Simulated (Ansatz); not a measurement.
# C2H8AlFSi: a ladder of functionals and wavefunction methods

How much do the methods differ for C2H8AlFSi? The plan is to run it at one geometry with functionals of several rungs and with coupled cluster. The yardstick is the atomisation energy at the CCSD(T) limit.

The runs use Ansatz 0.2.0, Gaussian basis; functionals in def2-TZVPP, the program's frozen cores in correlated methods.

The runs, in order: PBE-D4, r2SCAN-D4, PBE0-D4, B3LYP-D4, ωB97X-V, ωB97M-V, B2PLYP; CCSD(T)/def2-TZVPP; MP2/def2-QZVPP; extrapolation to the limit.

### Step 1. The geometry

An earlier PBE0-D4 in a triple-zeta def2 set relaxation fixed the geometry.

SMILES `CC[SiH](F)[AlH2]`, 13 atoms, charge 0, spin multiplicity 1.

Atoms are counted from 1 here; the program's logs count them from 0.

Bond lengths: C1–C2 1.527 Å, C1–H6 1.093 Å, C1–H7 1.093 Å, C1–H8 1.092 Å, C2–Si3 1.875 Å, C2–H9 1.097 Å, C2–H10 1.096 Å, Si3–F4 1.618 Å, Si3–Al5 2.473 Å, Si3–H11 1.497 Å, Al5–H12 1.592 Å, Al5–H13 1.589 Å. Angles: C2–C1–H6 111.5°, C2–C1–H7 111.2°, C2–C1–H8 111.2°, H6–C1–H7 107.7°, H6–C1–H8 107.7°, H7–C1–H8 107.4°, C1–C2–Si3 113.6°, C1–C2–H9 110.7°, C1–C2–H10 110.4°, Si3–C2–H9 107.1°, Si3–C2–H10 108.8°, H9–C2–H10 105.9°, C2–Si3–F4 107.8°, C2–Si3–Al5 114.3°, C2–Si3–H11 107.6°, F4–Si3–Al5 110.4°, F4–Si3–H11 105.6°, Al5–Si3–H11 110.8° and more.

### Step 2. PBE-D4 (GGA)

in.yaml

```yaml
crystal:
  periodic: [false, false, false]
  atoms:
    - {symbol: C, position_ang: [-2.066098, -0.059317, 0.584265]}
    - {symbol: C, position_ang: [-0.598979, 0.360238, 0.640557]}
    - {symbol: Si, position_ang: [0.460690, -0.436847, -0.685398]}
    - {symbol: F, position_ang: [-0.179237, -0.058499, -2.122915]}
    - {symbol: Al, position_ang: [2.845097, 0.213371, -0.607626]}
    - {symbol: H, position_ang: [-2.652289, 0.427722, 1.367900]}
    - {symbol: H, position_ang: [-2.173515, -1.139347, 0.712274]}
    - {symbol: H, position_ang: [-2.515358, 0.202216, -0.376309]}
    - {symbol: H, position_ang: [-0.156735, 0.095020, 1.609178]}
    - {symbol: H, position_ang: [-0.509124, 1.449217, 0.557982]}
    - {symbol: H, position_ang: [0.310289, -1.921003, -0.554439]}
    - {symbol: H, position_ang: [3.667410, -0.054337, 0.729112]}
    - {symbol: H, position_ang: [3.588347, 0.886965, -1.839880]}
basis:
  gaussian: {orbitals: def2-TZVPP}
hamiltonian: {xc: pbe, dispersion: d4}
output: {forces: true, orbitals: {seedname: orbitals}}
```

Launch:

```sh
$ ansatz run in.yaml --threads 4 --pin off --events-out ev --progress --plain --max-ram 10444MiB
```

Further steps of the session: r2SCAN-D4 (meta-GGA); PBE0-D4 (hybrid); B3LYP-D4 (hybrid); ωB97X-V (range-separated); ωB97M-V (range-separated); B2PLYP (double hybrid); CCSD(T) in def2-TZVPP; MP2 in def2-QZVPP.

Q: Predict the results of all the runs planned. Wanted: atomisation energy, CCSD(T)/CBS; farthest; mean size of error, hybrid; mean size of error, range-separated; gap, smallest and largest; T1 diagnostic; triples share of the correlation energy.

**Answer**, as computed:

| quantity | value |
| --- | --- |
| atomisation energy, CCSD(T)/CBS | 4512.8 kJ/mol |
| functionals within 22.6 kJ/mol (0.5 %) | PBE-D4, r2SCAN-D4, B3LYP-D4, ωB97X-V, ωB97M-V |
| farthest | B2PLYP (-63.1 kJ/mol) |
| mean size of error, hybrid | 22.1 kJ/mol |
| mean size of error, range-separated | 8.4 kJ/mol |
| gap, smallest and largest | 3.26 eV (PBE-D4), 9.29 eV (ωB97X-V) |
| T1 diagnostic | 0.0110 |
| triples share of the correlation energy | 3.2 % |

**Reading.** PBE-D4 misses by +11.4 kJ/mol. Double hybrids carry the basis error of their MP2 part in triple zeta, and no dispersion term here, so their miss is partly the set-up's. The reference freezes the cores and leaves out relativity and excitations past (T), so misses under about 22.6 kJ/mol can't be ranked. Hartree-Fock recovers 76 % of the binding; the rest is correlation. The gap grows from 3.3 to 9.3 eV across the functionals, mostly with the share of exact exchange.
